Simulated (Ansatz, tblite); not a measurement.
**C63H35F3O: rung by rung**

One table from this session's results is given with a row withheld; the runs are named, their logs left out.

Computed with Ansatz 0.2.0, Gaussian basis. Level: as each input shows.

Plan: GFN1-xTB, GFN2-xTB, PBE-D4/def2-TZVP, r2SCAN-D4/def2-TZVP, PBE-D4/def2-SVP, PBE0-D4/def2-SVP.

1 further run of the same task is left out (set aside as unsound or not needed).

**The structure**

The singlet was relaxed beforehand with r2SCAN-D4/def2-SVP.

102 atoms, charge 0, spin multiplicity 1.

Bond lengths: C1–O2 1.412 Å, C1–H68 1.106 Å, C1–H69 1.106 Å, C1–H70 1.097 Å, O2–C3 1.353 Å, C3–C4 1.407 Å, C3–C67 1.405 Å, C4–C5 1.388 Å, C4–H71 1.093 Å, C5–C6 1.413 Å, C5–H72 1.094 Å, C6–C7 1.476 Å, C6–C66 1.406 Å, C7–C8 1.411 Å, C7–C65 1.411 Å, C8–C9 1.390 Å, C8–H73 1.094 Å, C9–C10 1.415 Å and more. Angles: O2–C1–H68 111.6°, O2–C1–H69 111.6°, O2–C1–H70 106.4°, H68–C1–H69 108.9°, H68–C1–H70 109.1°, H69–C1–H70 109.1°, C1–O2–C3 118.3°, O2–C3–C4 116.1°, O2–C3–C67 124.6°, C4–C3–C67 119.3°, C3–C4–C5 120.3°, C3–C4–H71 118.3°, C5–C4–H71 121.4°, C4–C5–C6 121.4°, C4–C5–H72 119.0°, C6–C5–H72 119.6°, C5–C6–C7 121.3°, C5–C6–C66 117.4° and more.

PBE0-D4/def2-TZVP was run before; its log isn't repeated, and its numbers join the tables.

Set-up of the first run:

Tight binding, by tblite at 300 K electronic temperature and without a spin-polarisation term:

```python
tblite.interface.Calculator('GFN1-xTB', numbers, positions, charge=0, uhf=0).singlepoint()
```

Tight binding, by tblite at 300 K electronic temperature and without a spin-polarisation term:

```python
tblite.interface.Calculator('GFN2-xTB', numbers, positions, charge=0, uhf=0).singlepoint()
```

start.molden holds the orbitals of an earlier run on this state, given as this run's starting guess.

Input file in.yaml:

```yaml
crystal:
  periodic: [false, false, false]
  atoms:
    - {symbol: C, position_ang: [25.465644, -2.261235, 0.479198]}
    - {symbol: O, position_ang: [24.874342, -1.127241, -0.118509]}
    - {symbol: C, position_ang: [23.535403, -0.967123, -0.004419]}
    - {symbol: C, position_ang: [22.994963, 0.181581, -0.611654]}
    - {symbol: C, position_ang: [21.630317, 0.428700, -0.551711]}
    - {symbol: C, position_ang: [20.750759, -0.451063, 0.117664]}
    - {symbol: C, position_ang: [19.299610, -0.188506, 0.174652]}
    - {symbol: C, position_ang: [18.630924, 0.447894, -0.892684]}
    - {symbol: C, position_ang: [17.262387, 0.685520, -0.851572]}
    - {symbol: C, position_ang: [16.495487, 0.294835, 0.270970]}
    - {symbol: C, position_ang: [15.096237, 0.519356, 0.310030]}
    - {symbol: C, position_ang: [13.883654, 0.700122, 0.334787]}
    - {symbol: C, position_ang: [12.479873, 0.889093, 0.350516]}
    - {symbol: C, position_ang: [11.799326, 1.352459, -0.801213]}
    - {symbol: C, position_ang: [10.421556, 1.511907, -0.796280]}
    - {symbol: C, position_ang: [9.662613, 1.219748, 0.362332]}
    - {symbol: C, position_ang: [8.252785, 1.356973, 0.358093]}
    - {symbol: C, position_ang: [7.030210, 1.453462, 0.345699]}
    - {symbol: C, position_ang: [5.616598, 1.536068, 0.320286]}
    - {symbol: C, position_ang: [4.861080, 1.428571, 1.513182]}
    - {symbol: C, position_ang: [3.475304, 1.480224, 1.482573]}
    - {symbol: C, position_ang: [2.783243, 1.636007, 0.257009]}
    - {symbol: C, position_ang: [1.367512, 1.651176, 0.220496]}
    - {symbol: C, position_ang: [0.141647, 1.637628, 0.184799]}
    - {symbol: C, position_ang: [-1.272948, 1.589291, 0.138568]}
    - {symbol: C, position_ang: [-2.040791, 1.647383, 1.327152]}
    - {symbol: C, position_ang: [-3.424811, 1.567827, 1.282159]}
    - {symbol: C, position_ang: [-4.102104, 1.421736, 0.046974]}
    - {symbol: C, position_ang: [-5.512535, 1.303262, 0.002983]}
    - {symbol: C, position_ang: [-6.731592, 1.174040, -0.034864]}
    - {symbol: C, position_ang: [-8.135620, 0.995237, -0.078167]}
    - {symbol: C, position_ang: [-8.920672, 1.127496, 1.092952]}
    - {symbol: C, position_ang: [-10.292170, 0.924313, 1.054300]}
    - {symbol: C, position_ang: [-10.939127, 0.577401, -0.156681]}
    - {symbol: C, position_ang: [-12.335011, 0.341972, -0.191941]}
    - {symbol: C, position_ang: [-13.540425, 0.117794, -0.221829]}
    - {symbol: C, position_ang: [-14.928507, -0.160401, -0.254984]}
    - {symbol: C, position_ang: [-15.726520, -0.010179, 0.904882]}
    - {symbol: C, position_ang: [-17.082647, -0.299956, 0.875513]}
    - {symbol: C, position_ang: [-17.700738, -0.754019, -0.314603]}
    - {symbol: C, position_ang: [-19.082531, -1.063897, -0.341618]}
    - {symbol: C, position_ang: [-20.276645, -1.341615, -0.364071]}
    - {symbol: C, position_ang: [-21.654686, -1.669514, -0.390248]}
    - {symbol: C, position_ang: [-22.254986, -2.189697, -1.561370]}
    - {symbol: C, position_ang: [-23.602788, -2.518580, -1.591765]}
    - {symbol: C, position_ang: [-24.412286, -2.340279, -0.447184]}
    - {symbol: C, position_ang: [-25.830402, -2.664352, -0.406149]}
    - {symbol: F, position_ang: [-26.455167, -2.432017, 0.765318]}
    - {symbol: C, position_ang: [-26.620200, -3.168455, -1.376688]}
    - {symbol: F, position_ang: [-27.896918, -3.418579, -1.210656]}
    - {symbol: F, position_ang: [-26.213257, -3.467737, -2.592555]}
    - {symbol: C, position_ang: [-23.816987, -1.820536, 0.722467]}
    - {symbol: C, position_ang: [-22.467972, -1.492618, 0.751823]}
    - {symbol: C, position_ang: [-16.904118, -0.897643, -1.476256]}
    - {symbol: C, position_ang: [-15.548416, -0.606415, -1.447368]}
    - {symbol: C, position_ang: [-10.155736, 0.457198, -1.330402]}
    - {symbol: C, position_ang: [-8.784787, 0.662948, -1.292296]}
    - {symbol: C, position_ang: [-3.334898, 1.375243, -1.142506]}
    - {symbol: C, position_ang: [-1.951313, 1.459544, -1.097875]}
    - {symbol: C, position_ang: [3.538989, 1.754677, -0.934638]}
    - {symbol: C, position_ang: [4.924782, 1.708917, -0.903286]}
    - {symbol: C, position_ang: [10.344277, 0.770759, 1.518823]}
    - {symbol: C, position_ang: [11.721672, 0.606867, 1.512283]}
    - {symbol: C, position_ang: [17.161703, -0.336637, 1.347264]}
    - {symbol: C, position_ang: [18.530505, -0.570297, 1.294479]}
    - {symbol: C, position_ang: [21.310863, -1.590954, 0.721158]}
    - {symbol: C, position_ang: [22.680831, -1.857726, 0.666277]}
    - {symbol: H, position_ang: [25.304766, -2.276005, 1.572962]}
    - {symbol: H, position_ang: [25.074256, -3.200482, 0.046489]}
    - {symbol: H, position_ang: [26.541744, -2.193142, 0.274904]}
    - {symbol: H, position_ang: [23.676943, 0.870474, -1.117541]}
    - {symbol: H, position_ang: [21.236619, 1.341898, -1.008592]}
    - {symbol: H, position_ang: [19.193541, 0.732194, -1.786886]}
    - {symbol: H, position_ang: [16.761499, 1.166914, -1.696048]}
    - {symbol: H, position_ang: [12.375827, 1.577155, -1.701886]}
    - {symbol: H, position_ang: [9.905206, 1.863139, -1.693043]}
    - {symbol: H, position_ang: [5.385722, 1.299224, 2.463338]}
    - {symbol: H, position_ang: [2.901050, 1.391193, 2.408395]}
    - {symbol: H, position_ang: [-1.526872, 1.751943, 2.286262]}
    - {symbol: H, position_ang: [-4.008285, 1.609087, 2.205638]}
    - {symbol: H, position_ang: [-8.429622, 1.387939, 2.034163]}
    - {symbol: H, position_ang: [-10.888633, 1.023685, 1.964899]}
    - {symbol: H, position_ang: [-15.258096, 0.335656, 1.829778]}
    - {symbol: H, position_ang: [-17.689225, -0.183671, 1.777159]}
    - {symbol: H, position_ang: [-21.640302, -2.333410, -2.453342]}
    - {symbol: H, position_ang: [-24.027875, -2.917397, -2.513319]}
    - {symbol: H, position_ang: [-24.429532, -1.676537, 1.614278]}
    - {symbol: H, position_ang: [-22.022410, -1.092117, 1.665770]}
    - {symbol: H, position_ang: [-17.372109, -1.245546, -2.400598]}
    - {symbol: H, position_ang: [-14.941486, -0.723790, -2.348636]}
    - {symbol: H, position_ang: [-10.646252, 0.193064, -2.270861]}
    - {symbol: H, position_ang: [-8.187944, 0.561622, -2.202418]}
    - {symbol: H, position_ang: [-3.848541, 1.265947, -2.101257]}
    - {symbol: H, position_ang: [-1.367639, 1.416691, -2.021156]}
    - {symbol: H, position_ang: [3.014189, 1.878986, -1.885412]}
    - {symbol: H, position_ang: [5.499078, 1.796762, -1.829176]}
    - {symbol: H, position_ang: [9.767821, 0.544971, 2.419314]}
    - {symbol: H, position_ang: [12.237531, 0.251719, 2.407739]}
    - {symbol: H, position_ang: [16.585978, -0.633532, 2.228232]}
    - {symbol: H, position_ang: [19.024600, -1.036067, 2.152440]}
    - {symbol: H, position_ang: [20.657370, -2.311705, 1.222222]}
    - {symbol: H, position_ang: [23.066264, -2.764852, 1.136555]}
basis:
  gaussian: {orbitals: def2-TZVP, fitting: {mean_field: def2-universal-jkfit}, initial_orbitals: start.molden}
hamiltonian: {xc: pbe, dispersion: d4}
scf: {omitted_lower_state_checks: [starts]}
output: {orbitals: {seedname: orbitals}}
```

The run is started by

```sh
> ansatz run in.yaml --threads 11 --pin off --events-out ev --progress --plain --max-ram 174080MiB --backend cuda --devices 0, --max-vram 75GiB
```

Steps of the session up to this table: PBE-D4/def2-TZVP; r2SCAN-D4/def2-TZVP; PBE-D4/def2-SVP; PBE0-D4/def2-SVP.

One table of the session follows, with a row left open; its other results are not shown here.

It belongs to the step «Binding energy». 

| level | binding an atom (eV) |
| --- | --- |
| PBE-D4/def2-SVP | ? |
| PBE-D4/def2-TZVP | 5.677 |
| r2SCAN-D4/def2-TZVP | 5.472 |
| PBE0-D4/def2-SVP | 5.628 |
| PBE0-D4/def2-TZVP | 5.533 |

**Question.** Estimate the row for PBE-D4/def2-SVP.

As computed: binding an atom (eV): 5.771. In the column «binding an atom (eV)» it is the highest.

Limits of these values: Free atoms were run apart at each level; binding is atoms less cluster, divided by the number of atoms, without zero-point or spin-orbit terms.
